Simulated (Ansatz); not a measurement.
**BH₄OSb: up Jacob's ladder to CCSD(T)**

How much do the methods differ for BH₄OSb? The plan is to run it at one geometry with functionals of several rungs and with coupled cluster, and see how far each lands from CCSD(T) at the basis-set limit for the atomisation energy.

Method: functionals in def2-TZVPP, the program's frozen cores in correlated methods; program: Ansatz 0.2.0, Gaussian basis.

The runs, in order: LDA (SPW92), PBE-D4, revPBE-D4, BLYP-D4, r2SCAN-D4, B97M-V, PBE0-D4, B3LYP-D4, r2SCANh-D4, r2SCAN0-D4, HSE06-D4, BHLYP-D4, CAM-B3LYP-D4, LC-ωPBE, ωB97X-V, ωB97M-V, B2PLYP, PBE-QIDH; CCSD(T)/def2-SVP; CCSD(T)/def2-TZVPP; MP2/def2-QZVPP; extrapolation to the limit; RPA on PBE.

**1. The geometry**

The geometry comes from an earlier relaxation with PBE0-D4 in a triple-zeta def2 set; it is a stationary point, not always the lowest conformer. Sb takes the def2 core potential; no spin-orbit term is included.

SMILES `O[BH][SbH2]`, 7 atoms, charge 0, spin multiplicity 1.

Atoms are counted from 1 here; the program's logs count them from 0.

Bond lengths: O1–B2 1.345 Å, O1–H4 0.961 Å, B2–Sb3 2.265 Å, B2–H5 1.198 Å, Sb3–H6 1.714 Å, Sb3–H7 1.706 Å. Angles: B2–O1–H4 114.4°, O1–B2–Sb3 123.9°, O1–B2–H5 116.5°, Sb3–B2–H5 119.5°, B2–Sb3–H6 92.9°, B2–Sb3–H7 90.6°, H6–Sb3–H7 92.3°.

**2. LDA**

This LDA is Slater exchange with PW92 correlation.

in.yaml

```yaml
crystal:
  periodic: [false, false, false]
  atoms:
    - {symbol: O, position_ang: [-1.336696, -0.774966, -0.700393]}
    - {symbol: B, position_ang: [-0.007208, -0.574008, -0.731999]}
    - {symbol: Sb, position_ang: [1.026839, 1.188583, 0.245071]}
    - {symbol: H, position_ang: [-1.822037, -0.139381, -0.166934]}
    - {symbol: H, position_ang: [0.638432, -1.362120, -1.362943]}
    - {symbol: H, position_ang: [-0.264477, 1.451274, 1.341111]}
    - {symbol: H, position_ang: [1.826348, 0.142519, 1.330487]}
basis:
  gaussian: {orbitals: def2-TZVPP}
hamiltonian: {xc: lda}
output: {orbitals: {seedname: orbitals}}
```

Started as:

```sh
$ ansatz run in.yaml --threads 2 --pin off --events-out ev --progress --plain --max-ram 4352MiB
```

After this run come: PBE-D4 (GGA); revPBE-D4 (GGA); BLYP-D4 (GGA); r2SCAN-D4 (meta-GGA); B97M-V (meta-GGA); B3LYP-D4 (hybrid); r2SCANh-D4 (hybrid); r2SCAN0-D4 (hybrid); HSE06-D4 (hybrid); BHLYP-D4 (hybrid); CAM-B3LYP-D4 (range-separated); LC-ωPBE (range-separated); ωB97X-V (range-separated); ωB97M-V (range-separated); B2PLYP (double hybrid); PBE-QIDH (double hybrid); CCSD(T) in def2-SVP; CCSD(T) in def2-TZVPP; MP2 in def2-QZVPP; RPA on PBE orbitals.

Q: Predict the results of all the runs planned. Wanted: atomisation energy, CCSD(T)/CBS; farthest beyond LDA; mean size of error, GGA; mean size of error, meta-GGA; mean size of error, hybrid; mean size of error, range-separated; mean size of error, double hybrid; gap, smallest and largest; T1 diagnostic.

As calculated:

| quantity | value |
| --- | --- |
| atomisation energy, CCSD(T)/CBS | 520.3 kcal/mol |
| functionals within 5.2 kcal/mol (1.0 %) | BLYP-D4, r2SCAN-D4, B97M-V, PBE0-D4, B3LYP-D4, r2SCANh-D4, HSE06-D4, CAM-B3LYP-D4, ωB97X-V, ωB97M-V |
| farthest beyond LDA | BHLYP-D4 (-14.9 kcal/mol) |
| mean size of error, GGA | 6.3 kcal/mol |
| mean size of error, meta-GGA | 2.8 kcal/mol |
| mean size of error, hybrid | 6.6 kcal/mol |
| mean size of error, range-separated | 4.1 kcal/mol |
| mean size of error, double hybrid | 7.9 kcal/mol |
| gap, smallest and largest | 3.97 eV (LDA (SPW92)), 10.75 eV (LC-ωPBE) |
| T1 diagnostic | 0.0147 |
| triples share of the correlation energy | 3.2 % |

**Reading.** The LDA atomisation energy is off by 82.1 kcal/mol (16 %): it overbinds. PBE-D4 is off by +8.4 kcal/mol. Double hybrids carry the basis error of their MP2 part in triple zeta, and no dispersion term here, so their miss is partly the set-up's. The rungs meta-GGA, range-separated miss on average by less than the doubt on the reference (5.2 kcal/mol), so they tie. The reference freezes the cores and leaves out spin-orbit coupling and excitations past (T), and its outer-core shells are covered unevenly, so misses under about 5.2 kcal/mol can't be ranked. All levels share the lack of spin-orbit coupling, which lowers the free heavy atoms and so the true binding. Hartree-Fock recovers 70 % of the binding; the rest is correlation. CCSD(T) in def2-SVP is off by -37.7 kcal/mol, which most functionals beat. The gap grows from 4.0 to 10.7 eV across the functionals, mostly with the share of exact exchange. Correlated methods include outer-core shells of Sb, which these sets cover unevenly.
